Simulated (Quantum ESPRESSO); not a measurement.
**TiSn: zone-centre phonons under several settings**

```
CELL_PARAMETERS angstrom
0.00000 2.80055 2.80055
2.80055 0.00000 2.80055
2.80055 2.80055 0.00000
ATOMIC_POSITIONS crystal
Ti 0.00000 0.00000 0.00000
Sn 0.50000 0.50000 0.50000
```

The cell was built by a generator and needn't be a form met in nature.

All runs used Quantum ESPRESSO 7.5; potentials PseudoDojo 0.4.1 SR LDA standard; k mesh 7 × 7 × 7; no spin polarisation; cutoff 1143 eV; occupations cold, width 0.2 eV.

```csv
level,geometry,volume (Å³/atom),pressure (GPa),lowest optical mode without the field (cm⁻¹)
LDA,relaxed at -3 GPa,21.04,-3.0,246
LDA,relaxed at 0 GPa,20.37,0.0,259
LDA,relaxed at 3 GPa,?,3.0,?
LDA,relaxed at 8 GPa,19.01,8.0,289
LDA,relaxed at 15 GPa,18.12,15.0,310
```

Q: What stands in the row left open?

A: Volume 19.80 Å³/atom; lowest optical mode without the field 271 cm⁻¹.

Caveats: the mesh is thin for the phonons of a metal; the cell is more than 3 GPa from zero pressure, which shifts response properties (some runs); the volume moved by over 15 % at a fixed basis, so the end points are rough (some runs).

For the row left open. Caveat: the mesh is thin for the phonons of a metal.
